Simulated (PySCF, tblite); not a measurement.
**C4H13NOSi3: geometry, infrared bands and NMR shifts**

Aim: predict the infrared bands and NMR shifts of C4H13NOSi3 (`O=C([SiH2]N([SiH3])[SiH3])C1CC1`).

Programs: tblite 0.8.0 and PySCF 2.14.0, with density-fitted response routines of our own. Each step states its level of theory. These are calculated values for one molecule in the gas phase, unless marked as measured. Atoms count from 0, in the outputs and in this text.

### Step 1. Starting geometry

22 atoms, charge 0, multiplicity 1; geometry from: force field or distance geometry start.

Bonds of the start (Å): O0–C1 1.23, C1–Si2 1.85, Si2–N3 1.77, N3–Si4 1.74, N3–Si5 1.79, C1–C6 1.49, C6–C7 1.51, C7–C8 1.53, C8–C6 1.50, Si2–H9 1.47, Si2–H10 1.48, Si4–H11 1.47, Si4–H12 1.47, Si4–H13 1.47, Si5–H14 1.48, Si5–H15 1.46, Si5–H16 1.46, C6–H17 1.11, C7–H18 1.09, C7–H19 1.13, C8–H20 1.10, C8–H21 1.12.

### Step 2. Geometry optimisation with GFN2-xTB

Job settings and geometry (Å):

```
{"job": {"kind": "relax", "xc": "GFN2-xTB", "basis": "xTB"}, "charge": 0, "multiplicity": 1}
O      0.326400     2.161400     0.548700
C      0.857400     1.083800     0.287100
Si    -0.181700    -0.337200    -0.267500
N     -1.867000    -0.189300     0.246000
Si    -2.755100     1.167800    -0.395700
Si    -2.782500    -1.723400     0.101700
C      2.332000     0.955600     0.453800
C      3.162300     0.244900    -0.584400
C      2.982100    -0.343000     0.820900
H     -0.060800    -0.402400    -1.735800
H      0.353000    -1.599500     0.286200
H     -3.869400     1.463300     0.518200
H     -3.238100     0.898800    -1.754100
H     -1.964200     2.405900    -0.505600
H     -3.130600    -2.256700     1.433200
H     -2.004900    -2.756600    -0.569200
H     -4.002100    -1.522600    -0.667700
H      2.822500     1.882600     0.805700
H      4.158400     0.652700    -0.748500
H      2.607900    -0.260200    -1.428300
H      2.425800    -1.295200     0.801700
H      3.818200    -0.211400     1.551100
```

Launch:

```
$ OMP_NUM_THREADS=1 python probes_run.py task.json out
```

One launch serves the whole session: the jobs run in the order shown.

**Question.** This job is followed by: GFN2-xTB harmonic vibrations, gas phase; GIAO PBE0/pcSseg-1 NMR shielding, non-relativistic, gas phase. What will the session give for the following? strongest single infrared mode (GFN2-xTB); zero-point energy (GFN2-xTB); 13C shifts against TMS (PBE0/pcSseg-1, means over atoms taken as alike); 1H shifts against TMS (PBE0/pcSseg-1, means over atoms taken as alike); 17O shifts against H2O (PBE0/pcSseg-1); 29Si shifts against TMS (PBE0/pcSseg-1, means over atoms taken as alike); 15N shifts against NH3 (PBE0/pcSseg-1); surface potential, 1st and 99th percentile.

**Answer**, as computed:

| quantity | value |
| --- | --- |
| strongest single infrared mode (GFN2-xTB) | 2297 cm⁻¹, 555 km/mol |
| zero-point energy (GFN2-xTB) | 95.2 kcal/mol |
| 13C shifts against TMS (PBE0/pcSseg-1, means over atoms taken as alike) | 247.3, 35.4, 10.9 ppm |
| 1H shifts against TMS (PBE0/pcSseg-1, means over atoms taken as alike) | 4.97, 4.82, 2.22, 1.20, 1.17 ppm |
| 17O shifts against H2O (PBE0/pcSseg-1) | 753.8 ppm |
| 29Si shifts against TMS (PBE0/pcSseg-1, means over atoms taken as alike) | -55.0, -62.0 ppm |
| 15N shifts against NH3 (PBE0/pcSseg-1) | -28.0 ppm |
| surface potential, 1st and 99th percentile | -1.22 V and 1.18 V |

**Reading.** The optimisation took 241 steps and gained 0.808 eV; among the close pairs (by a distance rule), C1–Si2 changed most, from 1.846 to 1.910 Å. All 60 modes are real, so the xTB geometry is a minimum. The strongest single mode, at 2297 cm⁻¹, moves mainly H13 and H11. GFN2-xTB is a fitted tight-binding method: band positions and strengths are rough. Its intensities can rank the bands wrongly. At PBE0/pcSseg-1: The widest tensor belongs to O0: span 1424 ppm, with a paramagnetic part of -823 ppm. At PBE0/pcSseg-1, counted by nearest atom on the grid, the HOMO lies on O0 39 %; C1 11 %, the LUMO on C1 45 %; O0 28 %.
